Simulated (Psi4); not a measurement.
**One shape, several levels: quartet InHCl**

We compute a comparison of 4 runs (UBHLYP/def2-TZVPP, UCAM-B3LYP/def2-TZVPP, UM06-2X/def2-TZVPP, UPBE0/def2-TZVPP) of quartet InHCl. 

Program for the calculation: Psi4 1.11.

2 further runs of the same task are left out: 2 set aside as unsound or not needed.

### Step 1. Starting point

InHCl has 3 atoms, charge 0, and is taken as a quartet. SMILES of the parent species: `[Cl][InH]`. The coordinates come from a PBE0-D4/def2-TZVP relaxation. That shape belongs to the parent species and isn't relaxed for this state.

Bond lengths: Cl1–In2 2.365 Å, In2–H3 1.773 Å. Angles: Cl1–In2–H3 115.3°.

### Step 2. Energy and forces at UBHLYP/def2-TZVPP (core potential) (run 1)

job.py reads:

```python
import psi4

psi4.set_memory(2200000000)
psi4.set_num_threads(1)
psi4.set_output_file('clhin.out', False)

mol = psi4.geometry("""
0 4
Cl    -1.649800     0.396800    -0.867400
In     0.409500     0.542400     0.286100
H      1.229400    -1.003900     0.568100
symmetry c1
""")

options = {'reference': 'uks', 'puream': True, 'e_convergence': 1e-09, 'd_convergence': 1e-08, 'scf_type': 'pk', 'dft_radial_points': 99, 'dft_spherical_points': 590, 'maxiter': 100}
psi4.set_options(options)

E = psi4.gradient('bhhlyp/def2-TZVPP')
print('gradient / Eh bohr^-1')
print(E.np.round(6))
```

Run with:

```sh
$ python job.py
```

clhin.out:

```text
[...]
    !!!  WARNING: ECP capability is in beta. Please check occupations closely.  !!!
[...]
  Running in c1 symmetry.
[...]
  Nuclear repulsion =   88.717601164286492
[...]
  Multiplicity = 4
[...]
  Nalpha       = 21
  Nbeta        = 18
[...]
    Number of basis functions: 106
[...]
   @UKS iter   1:  -650.57195011839030   -7.61445e-01   4.92858e-03 ADIIS/DIIS
[...]
   @UKS iter  23:  -650.70090330073083   -1.13914e-10   8.64116e-09 DIIS
[...]
   @S^2 Observed:                3.771195188E+00
[...]
  @UKS Final Energy:  -650.70090330073083
   => Energetics <=
    Nuclear Repulsion Energy =             88.7176011642864921
    One-Electron Energy =               -1147.2168616622025183
    Two-Electron Energy =                 431.1943353769018472
    DFT Exchange-Correlation Energy =     -23.3959781797165363
    Empirical Dispersion Energy =           0.0000000000000000
    VV10 Nonlocal Energy =                  0.0000000000000000
    Total Energy =                       -650.7009033007308290
[...]
  -Total Gradient:
     Atom            X                  Y                   Z
    ------   -----------------  -----------------  -----------------
       1        0.020023343734     0.009655544799    -0.000000003003
       2       -0.015411655325    -0.041308957093    -0.000000003454
       3       -0.004611447554     0.031651518319     0.000000006458
[...]
```

The script printed:

```text
gradient / Eh bohr^-1
[[ 0.020023  0.009656 -0.      ]
 [-0.015412 -0.041309 -0.      ]
 [-0.004611  0.031652  0.      ]]
```

Wall time 36 s (1 thread of AMD EPYC 7R43 (Zen 3), shared host); peak memory 0.85 GiB.

### Step 3. Energy and gradient at UCAM-B3LYP/def2-TZVPP (core potential) (run 2)

job.dat reads:

```
memory 2200 MB

molecule {
  0 4
  Cl    -3.11767016     0.74984333    -1.63914844
  In     0.77384285     1.02498745     0.54065064
  H      2.32322930    -1.89709606     1.07355341
  units bohr
  symmetry c1
}

set basis def2-TZVPP
set reference uks
set puream true
set e_convergence 1e-09
set d_convergence 1e-08
set scf_type pk
set dft_radial_points 99
set dft_spherical_points 590
set maxiter 100

e = gradient('cam-b3lyp')
```

Run with:

```sh
$ psi4 -i job.dat -o job.out -n 1
```

job.out:

```text
[...]
    !!!  WARNING: ECP capability is in beta. Please check occupations closely.  !!!
[...]
  Running in c1 symmetry.
[...]
  Nuclear repulsion =   88.717601216330237
[...]
  Multiplicity = 4
[...]
  Nalpha       = 21
  Nbeta        = 18
[...]
    Number of basis functions: 106
[...]
   @UKS iter   1:  -650.63309431408720   -7.89585e-01   5.08418e-03 ADIIS/DIIS
[...]
   @UKS iter  24:  -650.76959749950026   -2.59206e-11   4.91342e-09 DIIS
[...]
   @S^2 Observed:                3.766877070E+00
[...]
  @UKS Final Energy:  -650.76959749950026
   => Energetics <=
    Nuclear Repulsion Energy =             88.7176012163302374
    One-Electron Energy =               -1147.0688722118827627
    Two-Electron Energy =                 441.4652676274534997
    DFT Exchange-Correlation Energy =     -33.8835941314011819
    Empirical Dispersion Energy =           0.0000000000000000
    VV10 Nonlocal Energy =                  0.0000000000000000
    Total Energy =                       -650.7695974995002643
[...]
  -Total Gradient:
     Atom            X                  Y                   Z
    ------   -----------------  -----------------  -----------------
       1        0.018377516690     0.009414983710     0.000000000167
       2       -0.015025266204    -0.038400194110     0.000000002183
       3       -0.003352241169     0.028982229345    -0.000000002350
[...]
```

It took 65 s on 1 thread of AMD EPYC 7R43 (Zen 3), shared host; peak memory 0.96 GiB.

### Step 4. Energy and gradient at UM06-2X/def2-TZVPP (core potential) (run 3)

job.py reads:

```python
import psi4

psi4.set_memory(2200000000)
psi4.set_num_threads(1)
psi4.core.set_output_file('output.dat', False)

molecule = psi4.geometry("""
0 4
Cl    -3.11767016     0.74984333    -1.63914844
In     0.77384285     1.02498745     0.54065064
H      2.32322930    -1.89709606     1.07355341
units au
symmetry c1
""")

psi4.set_options({
    'basis': 'def2-TZVPP',
    'reference': 'uks',
    'puream': True,
    'e_convergence': 1e-09,
    'd_convergence': 1e-08,
    'scf_type': 'pk',
    'dft_radial_points': 99,
    'dft_spherical_points': 590,
    'maxiter': 100,
})

e_tot, wfn = psi4.gradient('m06-2x', return_wfn=True)
print('gradient / Eh bohr^-1')
print(e_tot.np.round(6))
print(f'energy = {wfn.energy():.10f} Eh')
```

Run with:

```sh
$ python job.py
```

output.dat:

```text
[...]
    !!!  WARNING: ECP capability is in beta. Please check occupations closely.  !!!
[...]
  Running in c1 symmetry.
[...]
  Nuclear repulsion =   88.717601216330237
[...]
  Multiplicity = 4
[...]
  Nalpha       = 21
  Nbeta        = 18
[...]
    Number of basis functions: 106
[...]
   @UKS iter   1:  -650.58316763189339   -7.44327e-01   4.73282e-03 ADIIS/DIIS
[...]
   @UKS iter  21:  -650.69421450225946   -1.37447e-10   7.72188e-09 DIIS
[...]
   @S^2 Observed:                3.764086065E+00
[...]
  @UKS Final Energy:  -650.69421450225946
   => Energetics <=
    Nuclear Repulsion Energy =             88.7176012163302374
    One-Electron Energy =               -1147.2581926193722666
    Two-Electron Energy =                 429.4923710260037524
    DFT Exchange-Correlation Energy =     -21.6459941252211792
    Empirical Dispersion Energy =           0.0000000000000000
    VV10 Nonlocal Energy =                  0.0000000000000000
    Total Energy =                       -650.6942145022594559
[...]
  -Total Gradient:
     Atom            X                  Y                   Z
    ------   -----------------  -----------------  -----------------
       1        0.014579127223     0.009001152065     0.000000005093
       2       -0.005216261749    -0.048471615411     0.000000001215
       3       -0.009404734233     0.039496223912    -0.000000006362
[...]
```

Standard output:

```text
gradient / Eh bohr^-1
[[ 0.014579  0.009001  0.      ]
 [-0.005216 -0.048472  0.      ]
 [-0.009405  0.039496 -0.      ]]
energy = -650.6942145023 Eh
```

It took 69 s on 1 thread of AMD EPYC 7R43 (Zen 3), shared host; peak memory 0.94 GiB.

### Step 5. The energy at UPBE0/def2-TZVPP (core potential) (run 4)

run.py reads:

```python
import numpy as np
from ase.calculators.psi4 import Psi4
from ase import Atoms

a = Atoms(['Cl', 'In', 'H'], positions=[
    [-1.649800, 0.396800, -0.867400],
    [0.409500, 0.542400, 0.286100],
    [1.229400, -1.003900, 0.568100],
])
calc = Psi4(atoms=a, method='pbe0', basis='def2-TZVPP', memory='2200MB', num_threads=1, charge=0, multiplicity=4, label='psi4-calc', reference='uks')
calc.psi4.set_options({'puream': True, 'e_convergence': 1e-09, 'd_convergence': 1e-08, 'scf_type': 'pk', 'dft_radial_points': 99, 'dft_spherical_points': 590, 'maxiter': 100})
a.calc = calc

print(f'energy: {a.get_potential_energy():.6f} eV')
```

Run with:

```sh
$ python run.py
```

psi4-calc.dat:

```text
[...]
    !!!  WARNING: ECP capability is in beta. Please check occupations closely.  !!!
[...]
  Running in c1 symmetry.
[...]
  Nuclear repulsion =   88.717601164286506
[...]
  Multiplicity = 4
[...]
  Nalpha       = 21
  Nbeta        = 18
[...]
    Number of basis functions: 106
[...]
   @UKS iter   1:  -650.42648012045925   -5.97004e-01   5.89853e-03 ADIIS/DIIS
[...]
   @UKS iter  21:  -650.63324215153659   -6.25278e-12   2.84324e-09 DIIS
[...]
   @S^2 Observed:                3.762716628E+00
[...]
  @UKS Final Energy:  -650.63324215153659
   => Energetics <=
    Nuclear Repulsion Energy =             88.7176011642865063
    One-Electron Energy =               -1147.1300677521335274
    Two-Electron Energy =                 442.0102372262109611
    DFT Exchange-Correlation Energy =     -34.2310127899004257
    Empirical Dispersion Energy =           0.0000000000000000
    VV10 Nonlocal Energy =                  0.0000000000000000
    Total Energy =                       -650.6332421515365922
[...]
 Multipole Moments:
 ------------------------------------------------------------------------------------
     Multipole            Electronic (a.u.)      Nuclear  (a.u.)        Total (a.u.)
 ------------------------------------------------------------------------------------
 L = 1.  Multiply by 2.5417464519 to convert [e a0] to [Debye]
 Dipole X            :         30.1215944          -29.8351934            0.2864010
 Dipole Y            :          4.1158352           -4.3513317           -0.2354965
 Dipole Z            :         17.0918169          -16.9596498            0.1321671
 Magnitude           :                                                    0.3936398
[...]
```

Standard output:

```text
energy: -17704.632312 eV
```

It took 22 s on 1 thread of AMD EPYC 7R43 (Zen 3), shared host; peak memory 0.86 GiB.

### Step 6. All runs side by side

```tsv
run	level	task	energy (Eh)	dipole moment (D)	HOMO energy (eV)	⟨S²⟩	wall time
1	UBHLYP/def2-TZVPP (core potential)	gradient	-650.700903	1.00	-4.56	3.771	36 s
2	UCAM-B3LYP/def2-TZVPP (core potential)	gradient	-650.769597	0.89	-4.96	3.767	65 s
3	UM06-2X/def2-TZVPP (core potential)	gradient	-650.694215	1.76	-4.90	3.764	69 s
4	UPBE0/def2-TZVPP (core potential)	energy	-650.633242	1.00	-4.02	3.763	22 s
```

### Step 7. Summary of results

| quantity | value |
| --- | --- |
| run 4: total energy | -650.63324 Eh |
| run 4: dipole moment | 1.00 D |
| run 4: HOMO energy (highest over α and β) | -4.02 eV |
| run 4: ⟨S²⟩ | 3.763 |

**Reading.** The dipole moment (its size) runs from 0.89 D (UCAM-B3LYP/def2-TZVPP) to 1.76 D (UM06-2X/def2-TZVPP). Totals of different functionals can't be ranked against each other. All runs together took 3.2 min, the longest 69 s.
